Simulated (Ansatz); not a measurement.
# VCrC2 (R-3m) in Ansatz: a series of runs

Runs on VCrC2. Level: PBEsol. Tasks: single point.

Everything below comes from runs of Ansatz 0.2.0. Logs are shortened: lines on timing, memory, paths and dates and some standing lists are left out, and cuts for length are marked.

### Step 1. Starting point

Symmetry: R-3m, No. 166, trigonal system. Conventional cell: a = 2.921 Å, b = 2.921 Å, c = 14.218 Å, α = 90.00°, β = 90.00°, γ = 120.00°. Cr (site symmetry -3m) is surrounded by 6 C at 2.05 Å. Around V (site symmetry -3m) lie 6 C at 2.07 Å. C (site symmetry 3m) has 3 Cr at 2.05 Å and 3 V at 2.07 Å as nearest neighbours.

The cell comes from a database or a generator and needn't be the stable form of this composition.

### Step 2. Single point, PBEsol, collinear spin, program default start

The input, input.yaml:

```yaml
crystal:
  lattice:
    - [1.4606320425, 0.8432963029, 4.7393853233]
    - [-1.4606320425, 0.8432963029, 4.7393853233]
    - [0.0, -1.6865926058, 4.7393853233]
  atoms:
    - { symbol: Cr, position: [0.5, 0.5, 0.5] }
    - { symbol: V, position: [0.0, 0.0, 0.0] }
    - { symbol: C, position: [0.248759, 0.248759, 0.248759] }
    - { symbol: C, position: [0.751241, 0.751241, 0.751241] }
hamiltonian:
  xc: pbesol
  pseudopotentials: { kind: paw }
magnetization:
  spin_polarized: true
  initial_magnetization: 0.0
  spin_locking: { lock_magnetization: hard }
kpoints:
  mp_grid: { grid: [9, 9, 9] }
scf:
  occupations: { method: fermi_dirac, width: 0.05 }
  lower_state_search: "off"
output:
  forces: true
  stress: true
  eigenvalues: true
  write_density: true
  write_potential: true
  elf: true
  volumetric_format: npy
```

Potentials or basis: Ansatz PAW.

Run with:

```
> ansatz run input.yaml --threads 2 --pin off --max-ram 5632MiB --backend cpu --events-out ev --progress --plain --runs-dir out
```

Log:

```text
Warning: output.stress: scf.convergence.dr2_threshold = 1e-7 eV (the SCF's general default) is looser than the 4e-10 eV advised for a printed stress (1e-10 eV for each atom of the cell: 4). What an SCF threshold leaves in a stress goes as its square root, and in the free energy as the threshold itself, and one threshold admits the most on a small cell: of the crystals measured, under no hybrid functional and no lock of the moments, on runs that ended without the residual-converged pass, on stresses that held no estimate of that error, the worst erred by over 100 MPa in a component at 1e-7 eV an atom and by under 5 at 1e-10. Set scf.convergence.dr2_threshold to 4e-10 eV or tighter. The threshold is an SCF's pass mark: one that does not reach it within its budget of iterations ends unconverged, or closes short of it on a stop that the run arms, and scf.convergence.dr2_threshold's page says what that costs each kind of run
Warning: RAYON_NUM_THREADS=2 ignored (pool sized by the plan → 2); use --threads N
basis.fft_grid_basis auto: the FFT boxes are laid along the combinations [[1, -1, 0], [0, 1, 0], [0, -1, 1]] of the cell's own vectors, 2.921, 5.031 and 2.921 Å long. The dense box has 20×36×20 points. Along the cell's own vectors, as sized, it would have 36×36×36, 3.24 times as many. Of the 12 symmetry operations that the crystal satisfies within crystal.symmetry.tolerance (time reversal apart; of a slab, those that keep its plane) the dense box along the cell's own vectors carries 12, and the one as laid loses 8 of those. basis.fft_grid_basis: typed keeps the cell's own vectors: state it where this run's energies or levels are differenced outside the engine with another run's, or held beside a run that keeps those vectors. Those combinations have planes normal to reciprocal vector 3, as the cell's own vectors have. Each planar average written beside output.write_density, output.write_potential has a row for each plane of the box: 20. The volumetric files lie along those combinations, not along the cell's own vectors: a cube or XSF file states them, and fields.json those of NumPy files.
Engine: ansatz 0.2.0, x86_64-unknown-linux-gnu
Pseudopotentials: kind: paw
Pseudopotential: Cr, paw, valence charge 14, recommended cutoff 420 eV (normal), Cr.paw.azcp
Pseudopotential: V, paw, valence charge 13, recommended cutoff 420 eV (normal), V.paw.azcp
Pseudopotential: C, paw, valence charge 4, recommended cutoff 420 eV (normal), C.paw.azcp
Functional definition: PBEsol
  exchange = pbesol_x
  correlation = pbesol_c
Crystal: 4 atoms, lattice volume = 35.026 Å³
Basis set: ecut = 420 eV, 675 PW (Γ), FFT grids on a1−a2, a2, −a2+a3, exchange–correlation on 40×72×40 points (8 copies of the dense FFT grid, shifted against one another)
Bands: 22, of which v1, the nominal top of the filled ones, is band 18 counted from 1 (17 counted from 0)
Symmetry: 12 space group operations
Space group: R-3m (ITA 166), of the structure as read, at distance tolerance 3.3e-5 Å
k-points: 85 of 729
Non-local potential: Cr, projectors of the file, l = 0: 3, l = 1: 2, l = 2: 3, l = 3: 1
Non-local potential: V, projectors of the file, l = 0: 3, l = 1: 2, l = 2: 3, l = 3: 1
Non-local potential: C, projectors of the file, l = 0: 2, l = 1: 2, l = 2: 1
PAW form: soft (Blöchl's): semilocal exchange-correlation on the pseudo side does not see the compensation charge
PAW frozen core: Cr, regenerated for the run's functional, and the local potential with it (the file was generated under x = pbe(κ = 0.804, μ = 0.2195149727645171), c = pbe(β = 0.06672455060314922))
PAW frozen core: V, regenerated for the run's functional, and the local potential with it (the file was generated under x = pbe(κ = 0.804, μ = 0.2195149727645171), c = pbe(β = 0.06672455060314922))
PAW frozen core: C, regenerated for the run's functional, and the local potential with it (the file was generated under x = pbe(κ = 0.804, μ = 0.2195149727645171), c = pbe(β = 0.06672455060314922))
PAW one-centre angular grid: Cr, 590 points (default); XC on 64 Gauss nodes
PAW one-centre angular grid: V, 590 points (default); XC on 64 Gauss nodes
PAW one-centre angular grid: C, 110 points (default); XC on 64 Gauss nodes
Initial density: superposition of atomic densities (chi_scale 0.1, normalization cell, long waves kept (reshape's long-wave potential 0.00 eV rms))
Initial wavefunctions: pseudopotential atomic-orbital guess
Functional: x = pbesol(κ = 0.804, μ = 0.12345679012345678), c = pbesol(β = 0.046)
[... 17 lines left out ...]
Stability checked in part: among states of this total moment the steps that led to this state did not find it unstable. No probe was made; neither looks for a lower state of another moment (fixed_total_moment; see scf.lower_state_search)
Magnetization: 0.0000 μB (17.5000 up, 17.5000 down)
Absolute magnetization: 0.0000 μB (∫|ρ↑−ρ↓|)
Spin contamination: 0.0000 ħ² per cell (⟨S²⟩ above its minimum at these occupations)
Per-site moments (μB) at R_I (Å): [(0.0, 0.8460730164247826), (0.0, 0.8544406921839741), (0.0, 0.8460730164247826), (0.0, 0.8460730164247826)]
Free energy (F): -6728.681027 eV
Harris-Foulkes:  -6728.681027 eV  (|F-HF|=1.85e-8)
Internal energy: -6728.648495 eV  (E = F + TS)
E sigma→0 (E₀):  -6728.664761 eV
Entropy (-TS):   -0.032532 eV (-8.133 meV/atom)
Fermi energy:    17.612451 (↑ 17.612451, ↓ 17.612451) eV
--- Per-component energies (eV) ---
  E_band       = -254.051509
  E_kinetic    = 857.913789
  E_local      = -2268.708761  (includes V_loc(G=0)·N_el)
  E_nonlocal   = 85.450964
  E_hartree    = 990.215594
  E_xc         = -366.061722
  E_vxc        = -464.574907  (∫ρ·V_xc dr)
  E_paw        = -2440.854318  (= ΣΔE_a)
  E_vpaw       = -444.559958  (= ΣTr[D̂ρ^β])
  E_aug_tail   = 0.000560  (compensation charges beyond the density's cutoff)
  E_ewald      = -3586.956480
  E_core_change = 0.351880  (= ΣΔE_core)
  E_smearing   = -0.032532  (= −TS)
  E_closure    = -0.000000  (closes the sum)
  Σ components = -6728.681027   (vs F -6728.681027, Δ=0.00e0)
--- Forces (eV/Å), atoms counted from 1 ---
  atom   1  Cr     0.00000000    -0.00000000     0.00000000
  atom   2  V     -0.00000000     0.00000000    -0.00000000
  atom   3  C      0.00000000     0.00000000    -0.01042882
  atom   4  C      0.00000000    -0.00000000     0.01042882
  max |Σ_I F_I| component: 3.47e-18 eV/Å
--- Stress (GPa, compression-positive) ---
      -11.808930       0.000000      -0.000000
        0.000000     -11.808930      -0.000000
       -0.000000       0.000000     -11.445452
  P = ⅓ Tr σ = -11.6878 GPa (-116.878 kbar)
--- Band table (eV; the first three rows and the last of 170) ---
  k-point 0 ↑: bands = ["-54.5622", "-47.1133", "-26.0399", "-25.9593", "-25.9593", "-21.1580", "-20.8963", "-20.8963", "3.0851", "7.2455", "9.7530", "12.8953", "12.8953", "16.1112", "16.1112", "16.1938", "17.0724", "17.0724", "18.3045", "18.3045", "18.5358", "18.5358"]
  k-point 1 ↑: bands = ["-54.5591", "-47.1077", "-26.0350", "-25.9847", "-25.9652", "-21.1515", "-20.9389", "-20.9059", "3.3604", "7.1366", "10.0745", "12.8850", "13.0180", "15.4715", "15.7329", "15.8286", "16.2491", "16.9767", "18.1905", "18.1930", "18.8426", "19.2291"]
  k-point 2 ↑: bands = ["-54.5514", "-47.0936", "-26.0488", "-26.0225", "-25.9802", "-21.1350", "-21.0456", "-20.9302", "4.1272", "6.9536", "10.8320", "12.7427", "13.3207", "13.6827", "14.7538", "15.1455", "16.3524", "17.2720", "18.1407", "18.1676", "19.1454", "19.5628"]
  k-point 84 ↓: bands = ["-54.5591", "-47.1079", "-26.0302", "-25.9849", "-25.9652", "-21.1606", "-20.9386", "-20.9060", "4.5961", "4.9159", "12.9089", "12.9832", "13.7658", "14.0429", "14.1703", "14.6497", "16.5675", "16.8480", "17.6901", "17.8071", "19.0812", "19.5225"]
```

rho_z.tsv:

```text
# z_ang	rho[e/angstrom^3]	rho_spin[e/angstrom^3]
# format = ansatz-planar-average/11
# lattice	1.460632042	0.843296303	4.739385323
# lattice	-1.460632042	0.843296303	4.739385323
# lattice	0.000000000	-1.686592606	4.739385323
# sites	4
# site	24	0.000000000	-0.000000000	7.109077985
# site	23	0.000000000	0.000000000	0.000000000
# site	6	0.000000000	-0.000000000	3.536894261
# site	6	0.000000000	-0.000000000	10.681261709
0.000000	1.231336e0	0.000000e0
0.251527	1.181481e0	0.000000e0
0.503054	1.050401e0	0.000000e0
0.754582	8.855404e-1	0.000000e0
1.006109	7.497067e-1	0.000000e0
1.257636	6.999928e-1	0.000000e0
[... 12 lines left out ...]
4.527489	1.050401e0	0.000000e0
4.779016	1.181481e0	0.000000e0
```

v_z.tsv:

```text
# z_ang	v_es[eV]	v_tot_up[eV]	v_tot_dn[eV]
# format = ansatz-planar-average/11
# xc	pbesol
# density_cutoff_ev	1680
# datasets	Cr=:simpson_from_first_knot:soft:shift=-673940	V=:simpson_from_first_knot:soft:shift=-654106	C=:simpson_from_first_knot:soft:shift=-124771
# lattice	1.460632042	0.843296303	4.739385323
# lattice	-1.460632042	0.843296303	4.739385323
# lattice	0.000000000	-1.686592606	4.739385323
# sites	4
# site	24	0.000000000	-0.000000000	7.109077985
# site	23	0.000000000	0.000000000	0.000000000
# site	6	0.000000000	-0.000000000	3.536894261
# site	6	0.000000000	-0.000000000	10.681261709
0.000000	9.200258e0	-4.458890e0	-4.458890e0
0.251527	8.783315e0	-4.827652e0	-4.827652e0
0.503054	7.808310e0	-5.662390e0	-5.662390e0
0.754582	6.614063e0	-6.677399e0	-6.677399e0
1.006109	5.546602e0	-7.611979e0	-7.611979e0
1.257636	5.065012e0	-8.048698e0	-8.048698e0
[... 12 lines left out ...]
4.527489	7.808310e0	-5.662390e0	-5.662390e0
4.779016	8.783315e0	-4.827652e0	-4.827652e0
```

It took 2.2 s on 2 threads of Intel Xeon 6975P-C (Granite Rapids), shared host; peak memory 0.46 GiB.

What came out:

| Quantity | Value |
| --- | --- |
| Free energy | -6728.6810 eV |
| Pressure | -11.7 GPa |
| Largest force | 0.010 eV/Å |
| Net moment | 0.00 μB per cell |
| Absolute moment | 0.00 μB per cell |

Forces on the atoms (eV/Å):
```
Cr   0.000  0.000  0.000
V    0.000  0.000  0.000
C    0.000  0.000 -0.010
C    0.000  0.000  0.010
```

Stress tensor (GPa, compression positive):
```
-11.81   0.00   0.00
  0.00 -11.81   0.00
  0.00   0.00 -11.45
```

Caveat: the pressure holds a Pulay correction of +0.4 GPa for the finite cutoff; the total moment is fixed, so each spin has its own Fermi level; the PAW data sets come from PBE, with cores solved anew for the run's functional, which leaves a small shift of forces and pressure; the thresholds are loose for stress.

### Step 3. Single point, PBEsol, collinear spin, ferromagnetic start

input.yaml, as its differences from that of step 2:

```diff
@@ -6,4 +6,4 @@
   atoms:
-    - { symbol: Cr, position: [0.5, 0.5, 0.5] }
-    - { symbol: V, position: [0.0, 0.0, 0.0] }
+    - { symbol: Cr, position: [0.5, 0.5, 0.5], spin: 0.72 }
+    - { symbol: V, position: [0.0, 0.0, 0.0], spin: 0.48 }
     - { symbol: C, position: [0.248759, 0.248759, 0.248759] }
@@ -15,3 +15,3 @@
   spin_polarized: true
-  initial_magnetization: 0.0
+  initial_magnetization: 1.2
   spin_locking: { lock_magnetization: hard }
```

Potentials or basis: Ansatz PAW.

Run with:

```
> ansatz run input.yaml --threads 2 --pin off --max-ram 5632MiB --backend cpu --events-out ev --progress --plain --runs-dir out
```

Wall time 4.6 s (2 threads of Intel Xeon 6975P-C (Granite Rapids), shared host); peak memory 0.48 GiB.

Results (log left out):

| Quantity | Value |
| --- | --- |
| Free energy | -6728.6624 eV |
| Pressure | -8.7 GPa |
| Largest force | 0.047 eV/Å |
| Net moment | 1.20 μB per cell |
| Absolute moment | 1.41 μB per cell |
| Site moments | Cr +1.02; V +0.10; C -0.05 μB |

Forces on the atoms (eV/Å):
```
Cr   0.000  0.000  0.000
V    0.000  0.000  0.000
C    0.000  0.000 -0.047
C    0.000  0.000  0.047
```

Stress tensor (GPa, compression positive):
```
 -7.39   0.00   0.00
  0.00  -7.39   0.00
  0.00   0.00 -11.32
```

Caveat: the pressure holds a Pulay correction of +0.4 GPa for the finite cutoff; the total moment is fixed, so each spin has its own Fermi level; the PAW data sets come from PBE, with cores solved anew for the run's functional, which leaves a small shift of forces and pressure; the thresholds are loose for stress.
